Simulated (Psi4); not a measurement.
# singlet InNH3O+ at 3 levels

Aim: a comparison of 3 runs (PBE/def2-SVPD, SVWN5/def2-SVPD, MP2/def2-SVPD) of singlet InNH3O+. 

The calculation is run with Psi4 1.11.

## Step 1: The structure to begin with

InNH3O+: 6 atoms, total charge +1, spin state singlet. SMILES of the parent species: `[NH2][In][OH]`. The shape is that of a PBE0-D4/def2-TZVP optimisation. This is one conformer, not always the lowest. That shape belongs to the parent species and isn't relaxed for this state.

Bond lengths: N1–In2 2.069 Å, In2–O3 2.009 Å, N1–H4 1.014 Å, N1–H5 1.016 Å, O3–H6 0.960 Å. Angles: N1–In2–O3 111.2°, In2–N1–H4 113.5°, In2–N1–H5 111.0°, In2–O3–H6 114.3°, H4–N1–H5 107.4°.

## Step 2: Energy and gradient at PBE/def2-SVPD (core potential) (run 1)

Contents of job.inp:

```
memory 1600 mb

molecule {
  1 1
  N     -0.980400    -0.217800    -1.044400
  In     0.940900    -0.096700    -0.287400
  O      0.933000    -0.108100     1.721700
  H     -1.045000     0.034400    -2.024100
  H     -1.612200     0.391600    -0.531900
  H      1.805600    -0.067200     2.120000
  symmetry c1
  no_reorient
  no_com
}

set {
  basis                def2-SVPD
  reference            rks
  puream               true
  e_convergence        1e-09
  d_convergence        1e-08
  scf_type             pk
  dft_radial_points    99
  dft_spherical_points 590
}

e_tot, wfn = gradient("pbe", return_wfn=True)
oeprop(wfn, "DIPOLE", "WIBERG_LOWDIN_INDICES", "LOWDIN_CHARGES")
```

On the command line:

```bash
$ psi4 -n 1 job.inp job.out
```

job.out:

```text
[...]
    !!!  WARNING: ECP capability is in beta. Please check occupations closely.  !!!
[...]
  Running in c1 symmetry.
[...]
  Nuclear repulsion =  118.833842462071871
[...]
  Multiplicity = 1
[...]
  Nalpha       = 19
  Nbeta        = 19
[...]
    Number of basis functions: 99
[...]
   @RKS iter   1:  -320.78774304770752   -2.98647e-01   1.17028e-02 ADIIS/DIIS
[...]
   @RKS iter  14:  -321.38514907473933   -4.43379e-12   7.15730e-09 DIIS
[...]
    Orbital Energies [Eh]
    ---------------------
    Doubly Occupied:
       1A    -18.988215     2A    -14.234167     3A     -4.745706
       4A     -3.189874     5A     -3.187782     6A     -3.181943
       7A     -1.091658     8A     -0.998830     9A     -0.952773
      10A     -0.952231    11A     -0.947872    12A     -0.941987
      13A     -0.930688    14A     -0.649319    15A     -0.639956
      16A     -0.573566    17A     -0.518441    18A     -0.475197
      19A     -0.456648
[...]
  @RKS Final Energy:  -321.38514907473933
   => Energetics <=
    Nuclear Repulsion Energy =            118.8338424620718712
    One-Electron Energy =                -741.9190965007303475
    Two-Electron Energy =                 334.5719170966779643
    DFT Exchange-Correlation Energy =     -32.8718121327587980
    Empirical Dispersion Energy =           0.0000000000000000
    VV10 Nonlocal Energy =                  0.0000000000000000
    Total Energy =                       -321.3851490747393314
[...]
  -Total Gradient:
     Atom            X                  Y                   Z
    ------   -----------------  -----------------  -----------------
       1       -0.014238880773     0.017242299301     0.006361054545
       2        0.019911311336    -0.003836064959    -0.015307950631
       3        0.002194787210     0.002986148643     0.018199359436
       4        0.003863046591    -0.001291945242     0.016098554524
       5        0.004928498343    -0.013969894873    -0.009741182911
       6       -0.016680575489    -0.001147961606    -0.015533909013
[...]
 Multipole Moments:
 ------------------------------------------------------------------------------------
     Multipole            Electronic (a.u.)      Nuclear  (a.u.)        Total (a.u.)
 ------------------------------------------------------------------------------------
 L = 1.  Multiply by 2.5417464519 to convert [e a0] to [Debye]
 Dipole X            :        -35.0162118           36.8657221            1.8495104
 Dipole Y            :          7.8339802           -7.6747447            0.1592355
 Dipole Z            :         -1.1471897           -0.0162516           -1.1634413
 Magnitude           :                                                    2.1908081
[...]
```

Wall time 18 s (1 thread of Intel Xeon 6975P-C (Granite Rapids), shared host); peak memory 0.68 GiB.

## Step 3: Energy and forces at SVWN5/def2-SVPD (core potential) (run 2)

Contents of h3inno.xyz:

```xyz
6
H3InNO
N     -0.980400    -0.217800    -1.044400
In     0.940900    -0.096700    -0.287400
O      0.933000    -0.108100     1.721700
H     -1.045000     0.034400    -2.024100
H     -1.612200     0.391600    -0.531900
H      1.805600    -0.067200     2.120000
```

Contents of run.py:

```python
import psi4

psi4.set_memory(1600000000)
psi4.set_num_threads(1)
psi4.core.set_output_file('output.dat', False)

with open('h3inno.xyz') as f:
    atoms = ''.join(f.readlines()[2:])
mol = psi4.geometry('1 1\n' + atoms + 'symmetry c1')

psi4.set_options({
    'basis': 'def2-SVPD',
    'puream': True,
    'e_convergence': 1e-09,
    'd_convergence': 1e-08,
    'scf_type': 'pk',
    'dft_radial_points': 99,
    'dft_spherical_points': 590,
})

result = psi4.gradient('scf', dft_functional={"name": "SVWN5", "x_functionals": {"LDA_X": {}}, "c_functionals": {"LDA_C_VWN": {}}}, molecule=mol)
print('gradient / Eh bohr^-1')
print(result.np.round(6))
```

On the command line:

```bash
$ python run.py
```

output.dat:

```text
[...]
    !!!  WARNING: ECP capability is in beta. Please check occupations closely.  !!!
[...]
  Running in c1 symmetry.
[...]
  Nuclear repulsion =  118.833842462071871
[...]
  Multiplicity = 1
[...]
  Nalpha       = 19
  Nbeta        = 19
[...]
    Number of basis functions: 99
[...]
   @RKS iter   1:  -319.65230894157065   -2.89976e-01   1.14021e-02 DIIS/ADIIS
[...]
   @RKS iter  14:  -320.21091670615112   -1.47793e-11   8.61591e-09 DIIS
[...]
    Orbital Energies [Eh]
    ---------------------
    Doubly Occupied:
       1A    -18.842578     2A    -14.107628     3A     -4.733363
       4A     -3.179746     5A     -3.177646     6A     -3.172460
       7A     -1.089669     8A     -0.998790     9A     -0.952422
      10A     -0.951777    11A     -0.947962    12A     -0.942307
      13A     -0.930267    14A     -0.657356    15A     -0.646353
      16A     -0.581206    17A     -0.528167    18A     -0.484029
      19A     -0.464457
[...]
  @RKS Final Energy:  -320.21091670615112
   => Energetics <=
    Nuclear Repulsion Energy =            118.8338424620718712
    One-Electron Energy =                -741.6709894251602009
    Two-Electron Energy =                 334.2625663839643266
    DFT Exchange-Correlation Energy =     -31.6363361270271035
    Empirical Dispersion Energy =           0.0000000000000000
    VV10 Nonlocal Energy =                  0.0000000000000000
    Total Energy =                       -320.2109167061511243
[...]
 Multipole Moments:
 ------------------------------------------------------------------------------------
     Multipole            Electronic (a.u.)      Nuclear  (a.u.)        Total (a.u.)
 ------------------------------------------------------------------------------------
 L = 1.  Multiply by 2.5417464519 to convert [e a0] to [Debye]
 Dipole X            :         17.5820677          -17.1659234            0.4161444
 Dipole Y            :          0.3152442            0.0618684            0.3771126
 Dipole Z            :        -11.0977461           10.2217408           -0.8760053
 Magnitude           :                                                    1.0405649
[...]
  -Total Gradient:
     Atom            X                  Y                   Z
    ------   -----------------  -----------------  -----------------
       1       -0.026303747200     0.017166412203     0.001579917942
       2        0.031512502481    -0.003010852737    -0.023973724991
       3        0.004651223363     0.003078095233     0.032457338810
       4        0.003149737213    -0.001002189420     0.018793887298
       5        0.006138664874    -0.014928696952    -0.012182160009
       6       -0.019169566176    -0.001323299216    -0.016606145757
[...]
```

On the terminal:

```text
gradient / Eh bohr^-1
[[-0.026304  0.017166  0.00158 ]
 [ 0.031513 -0.003011 -0.023974]
 [ 0.004651  0.003078  0.032457]
 [ 0.00315  -0.001002  0.018794]
 [ 0.006139 -0.014929 -0.012182]
 [-0.01917  -0.001323 -0.016606]]
```

Wall time 12 s (1 thread of Intel Xeon 6975P-C (Granite Rapids), shared host); peak memory 0.62 GiB.

## Step 4: A single-point energy at MP2/def2-SVPD (core potential) (run 3)

Contents of job.json:

```json
{
  "schema_name": "qcschema_input",
  "schema_version": 1,
  "molecule": {
    "schema_name": "qcschema_molecule",
    "schema_version": 2,
    "symbols": ["N", "In", "O", "H", "H", "H"],
    "geometry": [-1.85268749, -0.41158235, -1.97362996, 1.77804331, -0.18273652, -0.54310729, 1.76311447, -0.20427939, 3.25354147, -1.9747638, 0.06500658, -3.82499465, -3.04661646, 0.74001675, -1.00514533, 3.41208949, -0.1269896, 4.00621938],
    "molecular_charge": 1,
    "molecular_multiplicity": 1,
    "fix_symmetry": "c1",
    "fix_com": true,
    "fix_orientation": true
  },
  "driver": "energy",
  "model": {
    "method": "mp2",
    "basis": "def2-SVPD"
  },
  "keywords": {
    "reference": "rhf",
    "puream": true,
    "e_convergence": 1e-09,
    "d_convergence": 1e-08,
    "scf_type": "pk",
    "num_frozen_docc": 6,
    "mp2_type": "conv"
  }
}
```

On the command line:

```bash
$ psi4 --qcschema job.json -n 1 --memory 1600MB
```

stdout:

```text
[...]
    !!!  WARNING: ECP capability is in beta. Please check occupations closely.  !!!
[...]
  Running in c1 symmetry.
[...]
  Nuclear repulsion =  118.833842534482315
[...]
  Multiplicity = 1
[...]
  Nalpha       = 19
  Nbeta        = 19
[...]
    Number of basis functions: 99
[...]
   @RHF iter   1:  -319.57938697708380   -1.24042e+00   7.66114e-03 ADIIS/DIIS
[...]
   @RHF iter  15:  -319.87511726147704   -4.94538e-12   3.24553e-09 DIIS
[...]
    Orbital Energies [Eh]
    ---------------------
    Doubly Occupied:
       1A    -20.757201     2A    -15.784552     3A     -5.669764
       4A     -3.928656     5A     -3.927467     6A     -3.920050
       7A     -1.474414     8A     -1.346132     9A     -1.314368
      10A     -1.312856    11A     -1.306492    12A     -1.295776
      13A     -1.268377    14A     -0.850606    15A     -0.836753
      16A     -0.743646    17A     -0.686750    18A     -0.678387
      19A     -0.604831
[...]
  @RHF Final Energy:  -319.87511726147704
   => Energetics <=
    Nuclear Repulsion Energy =            118.8338425344823150
    One-Electron Energy =                -742.0037646064712362
    Two-Electron Energy =                 303.2948048105118914
    Total Energy =                       -319.8751172614770439
[...]
 Multipole Moments:
 ------------------------------------------------------------------------------------
     Multipole            Electronic (a.u.)      Nuclear  (a.u.)        Total (a.u.)
 ------------------------------------------------------------------------------------
 L = 1.  Multiply by 2.5417464519 to convert [e a0] to [Debye]
 Dipole X            :        -34.2492997           36.8657221            2.6164224
 Dipole Y            :          7.9116603           -7.6747448            0.2369155
 Dipole Z            :         -1.6143114           -0.0162517           -1.6305630
 Magnitude           :                                                    3.0920108
[...]
	SCS-MP2 Total Energy (a.u.)        :  -320.34113050920240
	SOS-MP2 Total Energy (a.u.)        :  -320.29928847237983
	SCSN-MP2 Total Energy (a.u.)       :  -320.09604321590041
[...]
	SOS-PI-MP2 Total Energy (a.u.)     :  -320.36998367419693
[...]
	MP2 Total Energy (a.u.)            :  -320.35411938103050
[...]
```

The result, in JSON:

```text
{
 "driver": "energy",
 "model": {
  "method": "mp2",
  "basis": "def2-SVPD"
 },
 "success": true,
 "return_result": -320.3541193810305,
 "properties": {
  "calcinfo_nbasis": 99,
  "calcinfo_nmo": 99,
  "calcinfo_nalpha": 19,
  "calcinfo_nbeta": 19,
  "calcinfo_natom": 6,
  "nuclear_repulsion_energy": 118.83384253448232,
  "return_energy": -320.3541193810305,
  "scf_one_electron_energy": -742.0037646064712,
  "scf_two_electron_energy": 303.2948048105119,
  "scf_dipole_moment": [2.616422379389185, 0.236915511298462, -1.6305630210488218],
  "scf_total_energy": -319.87511726147704,
  "scf_iterations": 15,
  "mp2_same_spin_correlation_energy": -0.12552611046779558,
  "mp2_opposite_spin_correlation_energy": -0.3534760090856363,
  "mp2_singles_energy": 0.0,
  "mp2_doubles_energy": -0.4790021195534319,
  "mp2_correlation_energy": -0.4790021195534564,
  "mp2_total_energy": -320.3541193810305
 }
}
```

Run time: 4.8 s. Hardware: 1 thread of Intel Xeon 6975P-C (Granite Rapids), shared host; peak memory 0.58 GiB.

## Step 5: The series

| run | level | properties | task | energy (Eh) | HOMO energy (eV) | LUMO energy (eV) | HOMO–LUMO gap (eV) | wall time |
| --- | --- | --- | --- | --- | --- | --- | --- | --- |
| 1 | PBE/def2-SVPD (core potential) | (dipole, wiberg, lowdin) | gradient | -321.385149 | -12.43 | -11.09 | 1.33 | 18 s |
| 2 | SVWN5/def2-SVPD (core potential) | – | gradient | -320.210917 | -12.64 | -11.39 | 1.25 | 12 s |
| 3 | MP2/def2-SVPD (core potential) | – | energy | -320.354119 | -16.46 | -7.42 | 9.04 | 4.8 s |

## Step 6: Summary of results

```
                                          quantity          value
                               run 3: total energy  -320.35412 Eh
        run 3: HOMO energy (Hartree–Fock orbitals)      -16.46 eV
        run 3: LUMO energy (Hartree–Fock orbitals)       -7.42 eV
      run 3: HOMO–LUMO gap (Hartree–Fock orbitals)        9.04 eV
run 3: correlation energy (6 core orbitals frozen)     -479.0 mEh
```

**Reading.** Totals of different functionals can't be ranked against each other. All runs together took 35 s, the longest 18 s.
